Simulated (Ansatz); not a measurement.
# C₃H₄Cl₂OZr: a ladder of functionals and wavefunction methods

One table from this session's results is given with a row withheld; the runs are named, their logs left out.

Computed with Ansatz 0.2.0, Gaussian basis. Level: functionals in def2-TZVPP, the program's frozen cores in correlated methods.

Levels to be run: LDA (SPW92), PBE-D4, revPBE-D4, BLYP-D4, r2SCAN-D4, B97M-V, PBE0-D4, B3LYP-D4, r2SCANh-D4, r2SCAN0-D4, HSE06-D4, BHLYP-D4, CAM-B3LYP-D4, LC-ωPBE, ωB97X-V, ωB97M-V, B2PLYP, PBE-QIDH; CCSD(T)/def2-SVP; CCSD(T)/def2-TZVPP; MP2/def2-QZVPP; extrapolation to the limit; RPA on PBE.

2 further runs of the same task are left out: 2 that didn't finish.

### The relaxed structure

All runs share one geometry, relaxed beforehand with PBE0-D4 in a triple-zeta def2 set. Zr takes the def2 core potential; no spin-orbit term is included.

SMILES `C#[C][Zr]([Cl])([Cl])[O]C`, 11 atoms, charge 0, spin multiplicity 1.

Atoms are counted from 1 here; the program's logs count them from 0.

Bond lengths: C1–C2 1.215 Å, C1–H8 1.067 Å, C2–Zr3 2.176 Å, Zr3–Cl4 2.346 Å, Zr3–Cl5 2.346 Å, Zr3–O6 1.870 Å, O6–C7 1.396 Å, C7–H9 1.093 Å, C7–H10 1.093 Å, C7–H11 1.093 Å. Angles: C2–C1–H8 179.8°, C1–C2–Zr3 178.5°, C2–Zr3–Cl4 109.9°, C2–Zr3–Cl5 109.9°, C2–Zr3–O6 106.0°, Cl4–Zr3–Cl5 112.2°, Cl4–Zr3–O6 109.4°, Cl5–Zr3–O6 109.4°, Zr3–O6–C7 176.6°, O6–C7–H9 109.9°, O6–C7–H10 109.6°, O6–C7–H11 109.9°, H9–C7–H10 109.1°, H9–C7–H11 109.2°, H10–C7–H11 109.1°.

Geometry (Å):

```xyz
11
charge 0, multiplicity 1
C     1.72585    0.06268    2.80840
C     1.33326   -0.31016    1.72017
Zr    0.66662   -1.02046   -0.22555
Cl    2.45679   -0.98870   -1.74170
Cl   -0.27881   -3.15715   -0.01302
O    -0.64675    0.18494   -0.79169
C    -1.63563    1.03960   -1.28326
H     2.07275    0.38735    3.76413
H    -2.56038    0.48165   -1.45109
H    -1.82517    1.83628   -0.55965
H    -1.30851    1.48396   -2.22674
```

The first run:

in.yaml reads:

```yaml
crystal:
  periodic: [false, false, false]
  atoms:
    - {symbol: C, position_ang: [1.725851, 0.062683, 2.808399]}
    - {symbol: C, position_ang: [1.333264, -0.310157, 1.720173]}
    - {symbol: Zr, position_ang: [0.666617, -1.020462, -0.225554]}
    - {symbol: Cl, position_ang: [2.456786, -0.988700, -1.741698]}
    - {symbol: Cl, position_ang: [-0.278812, -3.157148, -0.013019]}
    - {symbol: O, position_ang: [-0.646750, 0.184941, -0.791693]}
    - {symbol: C, position_ang: [-1.635634, 1.039597, -1.283261]}
    - {symbol: H, position_ang: [2.072748, 0.387353, 3.764132]}
    - {symbol: H, position_ang: [-2.560381, 0.481653, -1.451092]}
    - {symbol: H, position_ang: [-1.825166, 1.836283, -0.559648]}
    - {symbol: H, position_ang: [-1.308514, 1.483965, -2.226739]}
basis:
  gaussian: {orbitals: def2-TZVPP}
hamiltonian: {xc: lda}
output: {orbitals: {seedname: orbitals}}
```

Command:

```bash
ansatz run in.yaml --threads 2 --pin off --events-out ev --progress --plain --max-ram 32768MiB --backend cpu
```

Steps of the session up to this table: LDA; PBE-D4 (GGA); revPBE-D4 (GGA); BLYP-D4 (GGA); r2SCAN-D4 (meta-GGA); B97M-V (meta-GGA); PBE0-D4 (hybrid); B3LYP-D4 (hybrid); r2SCANh-D4 (hybrid); r2SCAN0-D4 (hybrid); HSE06-D4 (hybrid); BHLYP-D4 (hybrid); CAM-B3LYP-D4 (range-separated); LC-ωPBE (range-separated); ωB97X-V (range-separated); ωB97M-V (range-separated); B2PLYP (double hybrid); PBE-QIDH (double hybrid).

One table of the session follows, with a row left open; its other results are not shown here.

It belongs to the step «Orbital energies across the functionals». 

```
  functional  HOMO (eV)  LUMO (eV)  gap (eV)
 LDA (SPW92)      -7.28      -3.13      4.14
      PBE-D4      -7.08      -2.89      4.18
   revPBE-D4      -7.00      -2.80      4.20
     BLYP-D4      -6.89      -2.75      4.15
   r2SCAN-D4      -7.35      -2.77      4.57
      B97M-V      -7.32      -2.73      4.58
     PBE0-D4      -8.30      -2.13      6.17
    B3LYP-D4      -8.04      -2.32      5.72
  r2SCANh-D4      -7.80      -2.49      5.31
  r2SCAN0-D4      -8.49      -2.06      6.43
    HSE06-D4      -7.90      -2.51      5.39
    BHLYP-D4      -9.34      -1.20      8.14
CAM-B3LYP-D4      -9.63      -1.07      8.56
     LC-ωPBE     -11.08       0.03     11.11
     ωB97X-V          ?          ?         ?
     ωB97M-V     -10.54      -0.13     10.41
```

Q: Estimate the row for ωB97X-V from the others.

As computed: HOMO (eV): -10.67; LUMO (eV): -0.05; gap (eV): 10.61. In the column «HOMO (eV)» it lies between LC-ωPBE (-11.08) and ωB97M-V (-10.54).
